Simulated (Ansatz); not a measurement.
Consider a ladder of basis sets of ClGeH₅Sn, SMILES [Cl][SnH2][GeH3] (the Python package of Ansatz (0.2.0)).

`basis.py`
```python
# -*- coding: utf-8 -*-
"""Basis-set convergence for ClGeH5Sn."""

import ansatz
from ase import Atoms

FUNCTIONAL = "pbe0"

atoms = Atoms(["Cl", "Sn", "Ge", "H", "H", "H", "H", "H"], positions=[
    [-2.5408, 1.3875, -0.0267],
    [-0.5327, 0.6845, -0.903],
    [0.6371, -0.7744, 0.8596],
    [-0.7351, -0.2509, -2.35],
    [0.4765, 2.0604, -1.3111],
    [0.9157, 0.0806, 2.1509],
    [2.0531, -1.2652, 0.3108],
    [-0.1817, -1.9796, 1.2137],
])
system = ansatz.Crystal.molecule_from_ase(atoms)

model = system.calculation().functional(FUNCTIONAL)

energies = {}
for basis in ["def2-SVP", "def2-SVPD", "def2-TZVP", "def2-TZVPP"]:
    data = model.basis(gaussian=basis).run(threads=1).report
    size = data["n_frozen"] + data["n_occupied"][0] + data["n_virtual"][0]
    energies[basis] = (data["reference_energy_ev"] / 27.211386246, data["free_energy_ev"] / 27.211386246)
    print(f"{basis:14s} {size:4d} orbitals  reference {energies[basis][0]:14.6f} Ha  total {energies[basis][1]:14.6f} Ha")

last = energies["def2-TZVPP"][1]
for basis, (_, total) in energies.items():
    print(f"{basis:14s} lies {27.211386 * (total - last):9.4f} eV above def2-TZVPP")
```

How far does the total energy move along this ladder of basis sets?

Against def2-SVP: def2-SVPD -9.6 mHa, def2-TZVP -431.6 mHa and def2-TZVPP -432.7 mHa. The last step alone is -1.11 mHa (these two sets differ little on atoms other than hydrogen). From the first set to the last the time grows from 4.0 to 7.7 s.

What the script printed:

```console
$ python basis.py
def2-SVP        101 orbitals  reference   -2753.710209 Ha  total   -2753.710209 Ha
def2-SVPD       137 orbitals  reference   -2753.719799 Ha  total   -2753.719799 Ha
def2-TZVP       165 orbitals  reference   -2754.141846 Ha  total   -2754.141846 Ha
def2-TZVPP      210 orbitals  reference   -2754.142953 Ha  total   -2754.142953 Ha
def2-SVP       lies   11.7756 eV above def2-TZVPP
def2-SVPD      lies   11.5146 eV above def2-TZVPP
def2-TZVP      lies    0.0301 eV above def2-TZVPP
def2-TZVPP     lies    0.0000 eV above def2-TZVPP
```

Notes:
- The drop along the ladder measures the basis error, and is no property of the molecule.
- The geometry is a force-field or estimated start, not a minimum of this method, and the last set is no limit. Much of the fall in a total is atomic energy, which cancels in bond and reaction energies.
- def2 sets replace the cores of elements past krypton by effective core potentials.
- Run time: 24 s on 1 thread of Arm Neoverse V2, with other jobs on the host, peak memory 0.56 GiB.
